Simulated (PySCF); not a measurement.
# F3H3OSiZr ((F)3Zr-O-SiH3): the cost of one run

Programs: PySCF 2.14.0, with routines of our own; each step states its level. All values are computed. Atoms count from 0.

### 1 The starting structure

9 atoms, charge 0, multiplicity 1; geometry from: GFN2-xTB.

### 2 Geometry optimisation at PBE0-D3(BJ)/def2-SVP

Job settings and geometry (Å):

```
{"job": {"xc": "PBE0", "basis": "def2-SVP", "d3": "d3bj", "grid": 1, "maxiter": 30, "shake": 0.03, "kind": "geom"}, "charge": 0, "multiplicity": 1}
Zr    -1.223150     0.255960     0.562990
F     -1.470410    -1.392600     1.242510
F     -0.624400     1.500200     1.768930
F     -2.843880     0.949310    -0.027550
O     -0.199340     0.262010    -1.016100
Si     1.286790    -0.283380    -0.732100
H      1.432170    -0.521030     0.786320
H      2.328000     0.711690    -1.209320
H      1.446970    -1.551600    -1.401330
```

The run is started by

```
OMP_NUM_THREADS=1 python heavy_run.py task.json out
```

The driver reads the jobs from task.json and runs them one after another.

Q: Estimate the wall time and peak memory of this first job on 1 thread of Arm Neoverse V2, shared host.

About 2.8 min, with a peak of 0.48 GiB.
